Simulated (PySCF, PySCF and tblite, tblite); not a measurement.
# C5H8Ge: a path driven as a shift of bonds, and NMR exchange, part 2 of 2

PySCF and tblite. Atoms count from 0. Earlier steps stand in the parts before.

## 12. Shieldings, start: BHandHLYP/pcSseg-1

What the job is given:

```
{"job": {"kind": "nmr", "xc": "BHandHLYP", "basis": "pcSseg-1", "pop": false}, "charge": 0, "multiplicity": 1}
Ge     1.914238     0.001875     0.404630
C      0.278197    -0.202814    -0.738804
C     -0.488102     1.073828    -0.656221
C     -1.628367     0.853950     0.054744
C     -1.702988    -0.556127     0.415227
C     -0.608559    -1.201186    -0.074800
H      2.821667     1.096132    -0.199062
H      1.473277     0.389849     1.825007
H      2.689781    -1.333577     0.423701
H      0.657274    -0.477986    -1.736829
H     -0.148166     2.022189    -1.073928
H     -2.372797     1.605428     0.322217
H     -2.511203    -1.009894     0.990845
H     -0.374930    -2.262143     0.021106
```

What it wrote:

```text
coarse grid: 53096 points
cycle   1  E = -2271.8492487751  dE =  2.088e-01  |g| = 7.352e-01  |ddm| = 3.440e+00
cycle   2  E = -2271.8649578585  dE = -1.571e-02  |g| = 6.189e-01  |ddm| = 8.308e-01
cycle   3  E = -2271.9040214216  dE = -3.906e-02  |g| = 6.479e-02  |ddm| = 4.362e-01
cycle   4  E = -2271.9046154574  dE = -5.940e-04  |g| = 2.780e-02  |ddm| = 7.327e-02
cycle   5  E = -2271.9048067619  dE = -1.913e-04  |g| = 6.908e-03  |ddm| = 2.973e-02
cycle   6  E = -2271.9048201941  dE = -1.343e-05  |g| = 1.705e-03  |ddm| = 8.027e-03
cycle   7  E = -2271.9048210604  dE = -8.664e-07  |g| = 3.902e-04  |ddm| = 1.988e-03
final grid: 112056 points
cycle   8  E = -2271.9047995379  dE = -1.008e-07  |g| = 3.365e-04  |ddm| = 1.493e-03
cycle   9  E = -2271.9047995498  dE = -1.191e-08  |g| = 3.163e-04  |ddm| = 5.926e-04
cycle  10  E = -2271.9047995748  dE = -2.498e-08  |g| = 2.441e-05  |ddm| = 2.607e-04
cycle  11  E = -2271.9047995756  dE = -7.858e-10  |g| = 1.465e-05  |ddm| = 9.285e-05
converged SCF energy = -2271.9047995756

GIAO shielding tensors (ppm)
atom      isotropic    diamagn.    paramagn.     s11        s22        s33       span
  0 Ge    1550.738    2755.453   -1204.715   1443.052   1530.493   1678.667    235.615
  1 C      137.601     249.254    -111.652    117.466    146.076    149.263     31.797
  2 C       38.416     254.422    -216.007    -74.748     34.635    155.360    230.108
  3 C       43.756     253.598    -209.842    -64.326     46.640    148.953    213.279
  4 C       43.762     253.597    -209.835    -64.315     46.637    148.963    213.278
  5 C       38.403     254.428    -216.024    -74.743     34.607    155.347    230.090
  6 H       27.155      28.762      -1.608     20.684     22.466     38.315     17.630
  7 H       28.737      28.608       0.130     21.962     25.387     38.864     16.902
  8 H       27.155      28.765      -1.610     20.680     22.471     38.314     17.633
  9 H       28.024      30.351      -2.327     24.512     24.684     34.876     10.364
 10 H       24.675      31.547      -6.872     22.710     24.036     27.279      4.569
 11 H       24.688      30.386      -5.699     22.855     23.491     27.716      4.861
 12 H       24.687      30.387      -5.700     22.855     23.491     27.716      4.860
 13 H       24.676      31.551      -6.876     22.709     24.036     27.282      4.573
```

It took 19 s on 1 thread of Arm Neoverse V1, shared host; peak memory 0.86 GiB.

Key values: HOMO -7.23 eV, LUMO 0.36 eV; dipole 0.37 D.

## 13. Single-point energy, saddle of leg 1: BHandHLYP/pcSseg-1

What the job is given:

```
{"job": {"kind": "sp", "xc": "BHandHLYP", "basis": "pcSseg-1", "pop": false}, "charge": 0, "multiplicity": 1}
Ge     1.626239    -0.199077     0.564169
C      0.143976     0.001288    -1.127643
C     -0.653315     1.135260    -0.845357
C     -1.553020     0.795487     0.180322
C     -1.348430    -0.541351     0.565260
C     -0.301683    -1.073214    -0.223656
H      2.854130     0.294702    -0.248079
H      1.122481     0.849676     1.559265
H      2.108104    -1.498468     1.264689
H      0.763803    -0.147845    -2.012757
H     -0.557649     2.108979    -1.324386
H     -2.269422     1.478587     0.639204
H     -1.877633    -1.074627     1.354126
H     -0.057581    -2.129395    -0.345157
```

What it wrote:

```text
coarse grid: 53096 points
cycle   1  E = -2271.8137499877  dE =  2.992e-01  |g| = 7.618e-01  |ddm| = 3.459e+00
cycle   2  E = -2271.8160575106  dE = -2.308e-03  |g| = 6.945e-01  |ddm| = 9.938e-01
cycle   3  E = -2271.8770914017  dE = -6.103e-02  |g| = 8.208e-02  |ddm| = 5.882e-01
cycle   4  E = -2271.8783206670  dE = -1.229e-03  |g| = 4.097e-02  |ddm| = 1.225e-01
cycle   5  E = -2271.8787438358  dE = -4.232e-04  |g| = 5.802e-03  |ddm| = 4.581e-02
cycle   6  E = -2271.8787517974  dE = -7.962e-06  |g| = 2.057e-03  |ddm| = 7.644e-03
final grid: 112056 points
cycle   7  E = -2271.8787389386  dE = -1.547e-08  |g| = 2.040e-03  |ddm| = 4.202e-03
cycle   8  E = -2271.8787387941  dE =  1.445e-07  |g| = 2.172e-03  |ddm| = 3.934e-03
cycle   9  E = -2271.8787400107  dE = -1.217e-06  |g| = 1.547e-04  |ddm| = 2.064e-03
cycle  10  E = -2271.8787400155  dE = -4.810e-09  |g| = 2.965e-05  |ddm| = 1.684e-04
cycle  11  E = -2271.8787400157  dE = -2.156e-10  |g| = 8.258e-06  |ddm| = 3.484e-05
converged SCF energy = -2271.8787400157
```

Run time: 9.3 s. Hardware: 1 thread of Arm Neoverse V1, shared host; peak memory 0.63 GiB.

In short: HOMO -7.12 eV, LUMO 0.51 eV; dipole 0.92 D.

## 14. Second level: BHandHLYP/pcSseg-1 + D3(BJ)

What the job is given:

```
{"job": {"smiles": "[GeH3][CH]1C=CC=C1", "charge": 0, "mult": 1, "motion": "shift", "what": "ring whizzing, 1,2-shift on cyclopentadiene", "atoms": [0, 1, 5], "drives": [{"terms": [["d", [0, 1], 1], ["d", [0, 5], -1]], "neg": true, "n": 14}], "study": "path", "level": {"kind": "nmr", "xc": "BHandHLYP", "basis": "pcSseg-1", "wide": true}, "fields": [80, 270, 400], "first": 5, "seed": 203, "refine": {"xc": "B3LYP", "basis": "def2-SVP"}, "kind": "pathvar"}, "charge": 0, "multiplicity": 1}
Ge     1.882149     0.003961     0.406040
C      0.274205    -0.208298    -0.759308
C     -0.482357     1.057239    -0.657010
C     -1.595610     0.845176     0.070996
C     -1.669378    -0.543513     0.426271
C     -0.601784    -1.187922    -0.082927
H      2.790678     1.067340    -0.136019
H      1.465245     0.379356     1.787413
H      2.665938    -1.273718     0.462563
H      0.611813    -0.481531    -1.757928
H     -0.156589     1.981507    -1.101343
H     -2.333922     1.578968     0.343559
H     -2.470028    -0.979713     0.997723
H     -0.381036    -2.239325    -0.022197
```

What it wrote:

```text
stationary points (kcal/mol above the start)
  n  kind          group   xTB      DFT    lowest mode
  0  minimum      Cs       0.00     0.00      92.4
  1  saddle       Cs       9.46    16.10    -295.4
  2  minimum      Cs       0.00     0.00      92.3

GFN2-xTB energies: T/K, barrier G, reaction G (kcal/mol), k forward, k back (1/s)
 150.00     8.96    -0.01      0.549      0.538
 200.00     9.08    -0.01        988        972
 250.00     9.22    -0.01   9.11e+04   8.99e+04
 298.15     9.36    -0.01   1.72e+06    1.7e+06
 350.00     9.51    -0.01   1.68e+07   1.66e+07
 400.00     9.67    -0.01    8.7e+07   8.61e+07
 500.00    10.00    -0.01   8.88e+08    8.8e+08

B3LYP-D3(BJ)/def2-SVP energies: T/K, barrier G, reaction G (kcal/mol), k forward, k back (1/s)
 150.00    12.85    -0.01    1.2e-06   1.18e-06
 200.00    12.97    -0.01     0.0562     0.0552
 250.00    13.10    -0.01       36.6       36.1
 298.15    13.24    -0.01   2.45e+03   2.42e+03
 350.00    13.40    -0.01    6.3e+04   6.22e+04
 400.00    13.55    -0.01   6.56e+05   6.49e+05
 500.00    13.88    -0.01   1.78e+07   1.76e+07

PBE0/pcSseg-1 + D3(BJ) energies: T/K, barrier G, reaction G (kcal/mol), k forward, k back (1/s)
 150.00    11.90    -0.01    2.9e-05   2.84e-05
 200.00    12.02    -0.01      0.611      0.601
 250.00    12.15    -0.01        247        244
 298.15    12.29    -0.01   1.21e+04    1.2e+04
 350.00    12.45    -0.01   2.46e+05   2.43e+05
 400.00    12.60    -0.01   2.16e+06   2.14e+06
 500.00    12.94    -0.01   4.62e+07   4.58e+07

BHandHLYP/pcSseg-1 + D3(BJ) energies: T/K, barrier G, reaction G (kcal/mol), k forward, k back (1/s)
 150.00    15.61    -0.01   1.13e-10   1.11e-10
 200.00    15.73    -0.01   5.38e-05   5.29e-05
 250.00    15.87    -0.01      0.141      0.139
 298.15    16.00    -0.01       23.1       22.8
 350.00    16.16    -0.01   1.19e+03   1.17e+03
 400.00    16.32    -0.01   2.03e+04   2.01e+04
 500.00    16.65    -0.01    1.1e+06   1.09e+06
```

Run time: 3.2 min. Hardware: 1 thread of Arm Neoverse V1, shared host; peak memory 0.86 GiB. This counts the runs that the step sums up.

Barriers by level (kcal/mol; entropies in cal/(mol K)). Zero-point and thermal terms come from xTB in every row. ΔG‡ leaves symmetry out; the rate counts equivalent paths (a factor of 2); effective ΔG‡, where given, is the barrier that would give that rate by Eyring's equation alone:

```tsv
level	ΔE‡	with zero-point	ΔH‡	ΔS‡	ΔG‡ (298 K)	ΔE of reaction	k at 298 K (1/s)	effective ΔG‡
GFN2-xTB	9.46	8.73	8.28	-3.6	9.36	0.00	1.7e+06	8.94
B3LYP-D3(BJ)/def2-SVP	13.34	12.61	12.16	-3.6	13.24	0.00	2.4e+03	12.83
PBE0/pcSseg-1 + D3(BJ)	12.39	11.67	11.21	-3.6	12.29	0.00	1.2e+04	11.88
BHandHLYP/pcSseg-1 + D3(BJ)	16.10	15.38	14.92	-3.6	16.00	0.00	23	15.59
```

## 15. What came out

What follows sums up all 2 parts.

| quantity | value |
| --- | --- |
| barrier (PBE0/pcSseg-1 + D3(BJ)) | ΔE‡ 12.4, ΔG‡(298 K) 12.3 kcal/mol |
| barrier (GFN2-xTB) | ΔE‡ 9.5 kcal/mol |
| rate at 298 K | 1.2e+04 s⁻¹ |
| end of the path | the start, renumbered or mirrored |
| coalescence of 13C C1 | 306 K at 400 MHz |

In words: DFT puts the top 12.4 kcal/mol above the start (xTB: 9.5); the rate from the DFT barrier is 1.2e+04 s⁻¹ at 298 K. An error of 1.4 kcal/mol changes that rate tenfold. The 13C lines of C1 and its partners, 9470 Hz apart at 400 MHz, merge at 306 K, so by this path alone the exchange at 298 K is intermediate, with broad lines, for them; other paths were not followed. BHandHLYP/pcSseg-1 + D3(BJ) moves the barrier from 12.4 to 16.1 kcal/mol.
